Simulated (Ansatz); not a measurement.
A nudged elastic band was laid between two geometries of a periodic cell of 63 atoms, Mg$_{32}$O$_{31}$ (host MgO, host structure Fm-3m, one O atom removed).

Computed with DFT PBE-D3(BJ), scalar-relativistic, plane waves, PAW in Ansatz 0.2.0. Settings: PAW set soft_1, cutoff 420 eV, k mesh 1x1x1, gaussian smearing 0.05 eV, no spin polarisation.

```json
{"movable images": "3", "climbing image": "yes", "spring": "5.0 eV/Å²", "optimiser": "quadratic models (default)", "start path": "IDPP", "force threshold": "0.05 eV/Å", "iteration limit": "80", "end points": "relaxed"}
```

Initial state:

```xyz
63
Lattice="8.8332 0.0000 0.0000 0.0000 8.8332 0.0000 0.0000 0.0000 8.8332" Properties=species:S:1:pos:R:3
Mg 4.418 -0.003 -0.020
O 6.630 2.202 2.209
Mg 6.627 2.205 0.000
O 0.002 4.413 2.209
Mg 6.647 -0.003 2.209
O 0.002 2.205 4.416
Mg 0.002 -0.003 -0.006
O 2.207 2.202 2.209
Mg 2.210 2.205 0.000
Mg 4.418 4.413 -0.082
O 6.630 6.625 2.208
Mg 6.627 6.622 0.000
O 0.002 -0.003 2.209
Mg 2.190 -0.003 2.209
O 4.418 2.202 4.420
Mg 4.418 2.123 2.209
O 6.630 4.413 4.420
Mg 6.709 4.413 2.208
O 0.002 6.621 4.416
Mg 4.418 -0.003 4.437
O 6.626 2.205 6.625
Mg 6.627 2.205 4.417
O 0.002 4.413 6.625
Mg 6.633 -0.003 6.625
O 0.002 2.205 0.001
Mg 0.002 4.413 -0.020
O 2.206 6.625 2.208
Mg 2.210 6.622 0.000
O 4.418 -0.003 2.209
Mg 0.002 2.185 2.209
O 2.207 4.413 4.420
Mg 2.128 4.413 2.209
O 4.418 6.625 4.420
Mg 4.418 6.704 2.208
O 6.626 -0.003 4.416
Mg 0.002 -0.003 4.423
O 2.210 2.205 6.625
Mg 2.210 2.205 4.417
O 4.418 4.413 6.625
Mg 4.418 4.413 4.499
O 6.626 6.621 6.625
Mg 6.627 6.622 4.417
O 0.002 -0.003 6.625
Mg 2.204 -0.003 6.625
O 4.418 2.202 -0.003
Mg 4.418 2.185 6.625
O 6.630 4.413 -0.003
Mg 6.647 4.413 6.625
O 0.002 6.621 0.001
Mg 0.002 6.642 2.209
O 2.210 -0.003 4.416
Mg 0.002 4.413 4.437
O 2.210 6.621 6.625
Mg 2.210 6.622 4.417
O 4.418 -0.003 6.625
Mg 0.002 2.199 6.625
O 2.207 4.413 -0.003
Mg 2.190 4.413 6.625
O 4.418 6.625 -0.003
Mg 4.418 6.642 6.625
O 6.626 -0.003 0.001
Mg 0.002 6.628 6.625
O 2.210 -0.003 0.001
```

Final state:

```xyz
63
Lattice="8.8332 0.0000 0.0000 0.0000 8.8332 0.0000 0.0000 0.0000 8.8332" Properties=species:S:1:pos:R:3
Mg 4.417 0.000 0.000
O 6.625 2.208 2.208
Mg 6.625 2.208 -0.021
O -0.005 4.422 2.208
Mg 6.625 -0.021 2.208
O -0.005 2.208 4.422
Mg 0.000 0.000 0.000
O 4.422 4.422 2.208
Mg 2.208 2.208 -0.085
Mg 4.417 4.417 0.000
O 6.625 6.625 2.208
Mg 6.625 6.625 -0.006
O -0.005 -0.005 2.208
Mg 2.208 -0.085 2.208
O 4.422 2.208 4.422
Mg 4.502 2.208 2.208
O 6.625 4.417 4.417
Mg 6.625 4.437 2.208
O -0.001 6.625 4.417
Mg 4.417 0.000 4.417
O 6.625 2.208 6.625
Mg 6.625 2.208 4.437
O -0.001 4.417 6.625
Mg 6.625 -0.006 6.625
O -0.005 2.208 -0.005
Mg 0.000 4.417 0.000
O 2.208 6.625 2.208
Mg 2.208 6.625 -0.021
O 4.422 -0.005 2.208
Mg -0.085 2.208 2.208
O 2.208 4.422 4.422
Mg 2.208 4.502 2.208
O 4.417 6.625 4.417
Mg 4.437 6.625 2.208
O 6.625 -0.001 4.417
Mg 0.000 0.000 4.417
O 2.208 2.208 6.625
Mg 2.208 2.208 4.502
O 4.417 4.417 6.625
Mg 4.417 4.417 4.417
O 6.625 6.625 6.625
Mg 6.625 6.625 4.422
O -0.001 -0.001 6.625
Mg 2.208 -0.021 6.625
O 4.422 2.208 -0.005
Mg 4.437 2.208 6.625
O 6.625 4.417 -0.001
Mg 6.625 4.422 6.625
O -0.001 6.625 -0.001
Mg -0.021 6.625 2.208
O 2.208 -0.005 4.422
Mg 0.000 4.417 4.417
O 2.208 6.625 6.625
Mg 2.208 6.625 4.437
O 4.417 -0.001 6.625
Mg -0.021 2.208 6.625
O 2.208 4.422 -0.005
Mg 2.208 4.437 6.625
O 4.417 6.625 -0.001
Mg 4.422 6.625 6.625
O 6.625 -0.001 -0.001
Mg -0.006 6.625 6.625
O 2.208 -0.005 -0.005
```

Problem. What changes between the two ends?

Solution. Contacts lost: O8–Mg9, O8–Mg14, O8–Mg30, O8–Mg38. Contacts made: O8–Mg10, O8–Mg18, O8–Mg34, O8–Mg40. The atom that moves furthest is O8, by 3.14 Å.

Problem. Give the energies along the band, and the barrier.

Solution. It converged. The highest image is number 2 of 0 to 4, 2.45 eV above the ends, which have the same energy within 2 meV. Neighbouring images differ by up to 1.3 eV, so the band resolves the path poorly. By the program's own check the climbing image is a first-order saddle point (lowest curvatures found: -4.55 and 1.17 eV/Å²). Limits of this set-up: coarse k mesh.

| image | path coordinate (Å) | energy (eV) | O8–Mg9 (Å) | O8–Mg14 (Å) | O8–Mg30 (Å) |
| --- | --- | --- | --- | --- | --- |
| 0 | 0.00 | 0.00 | 2.21 | 2.21 | 2.21 |
| 1 | 0.86 | 1.15 | 2.14 | 2.90 | 2.90 |
| 2 | 1.73 | 2.45 | 2.37 | 3.63 | 3.63 |
| 3 | 2.60 | 1.15 | 3.15 | 4.33 | 4.33 |
| 4 | 3.47 | 0.00 | 3.88 | 4.86 | 4.86 |

Problem. What is the geometry of the highest image?

Solution. 
```xyz
63
Lattice="8.8332 0.0000 0.0000 0.0000 8.8332 0.0000 0.0000 0.0000 8.8332" Properties=species:S:1:pos:R:3:forces:R:3
Mg 4.425 0.012 -0.051 0.00 0.00 0.01
O 6.633 2.200 2.223 0.00 0.00 0.00
Mg 6.612 2.200 -0.051 0.00 0.00 0.01
O -0.006 4.422 2.222 0.00 0.00 0.01
Mg 6.669 -0.045 2.204 0.00 0.01 0.00
O 0.028 2.215 4.383 0.00 0.00 0.00
Mg 0.018 0.015 -0.004 0.00 0.00 0.00
O 3.314 3.310 1.911 -0.02 0.02 -0.02
Mg 2.311 2.308 0.009 0.00 0.00 0.00
Mg 4.315 4.311 0.011 0.00 0.00 -0.01
O 6.620 6.617 2.211 0.00 0.00 0.00
Mg 6.609 6.606 -0.004 0.00 0.00 0.00
O 0.007 0.004 2.212 0.00 0.00 0.00
Mg 2.186 -0.130 2.202 0.01 0.00 0.00
O 4.445 2.179 4.469 0.00 0.00 0.00
Mg 4.610 2.015 2.303 0.01 -0.01 0.01
O 6.598 4.407 4.383 0.00 0.00 0.00
Mg 6.755 4.439 2.201 0.00 -0.01 0.00
O -0.007 6.631 4.415 0.00 0.00 0.00
Mg 4.422 -0.024 4.471 0.00 0.00 -0.01
O 6.674 2.202 6.607 0.00 0.00 0.00
Mg 6.649 2.202 4.472 0.00 0.00 -0.01
O -0.046 4.420 6.607 0.00 0.00 0.00
Mg 6.643 -0.019 6.630 0.00 -0.01 0.00
O 0.018 2.220 0.041 0.00 0.00 0.00
Mg 0.015 4.421 -0.051 0.00 0.00 0.00
O 2.203 6.631 2.222 0.00 0.00 0.00
Mg 2.203 6.609 -0.051 0.00 0.00 0.01
O 4.425 -0.009 2.223 0.00 0.00 0.00
Mg -0.128 2.184 2.201 -0.01 0.00 0.00
O 2.182 4.442 4.469 0.00 0.00 0.00
Mg 2.017 4.607 2.303 0.01 -0.01 0.00
O 4.410 6.595 4.383 0.00 0.00 0.00
Mg 4.441 6.752 2.201 -0.01 0.00 0.00
O 6.634 -0.010 4.415 0.00 0.00 0.00
Mg 0.010 0.007 4.427 0.00 0.00 0.01
O 2.203 2.200 6.624 0.00 0.00 0.00
Mg 2.229 2.226 4.525 0.00 0.00 0.01
O 4.424 4.421 6.624 0.00 0.00 0.00
Mg 4.397 4.395 4.526 0.00 0.00 0.00
O 6.617 6.614 6.630 0.00 0.00 0.00
Mg 6.616 6.614 4.427 0.00 0.00 0.01
O 0.009 0.007 6.629 0.00 0.00 0.00
Mg 2.207 0.007 6.651 0.00 0.01 0.00
O 4.503 2.122 -0.173 0.00 -0.01 0.00
Mg 4.452 2.173 6.613 -0.01 0.00 0.00
O 6.608 4.401 0.041 0.00 0.00 0.00
Mg 6.616 4.417 6.651 0.00 0.00 0.00
O -0.012 6.636 0.006 0.00 0.00 0.00
Mg -0.043 6.666 2.203 0.01 -0.01 0.00
O 2.218 0.026 4.383 0.00 0.00 0.00
Mg -0.022 4.420 4.471 0.00 0.00 -0.01
O 2.204 6.671 6.607 0.00 0.00 0.00
Mg 2.204 6.646 4.472 0.00 0.00 -0.01
O 4.422 -0.049 6.607 0.00 0.00 -0.01
Mg 0.010 2.204 6.652 0.01 0.00 0.00
O 2.125 4.500 -0.173 -0.01 0.00 0.00
Mg 2.174 4.450 6.613 0.01 -0.01 0.00
O 4.404 6.606 0.041 0.00 0.00 0.00
Mg 4.419 6.614 6.651 0.01 -0.01 0.00
O 6.639 -0.015 0.006 0.00 0.00 0.00
Mg -0.016 6.641 6.631 -0.01 0.00 -0.01
O 2.223 0.016 0.040 0.00 -0.01 0.00
```

Run time: 8.2 min on 4 threads of Arm Neoverse V2, with other jobs on the host, peak memory 1.6 GiB.
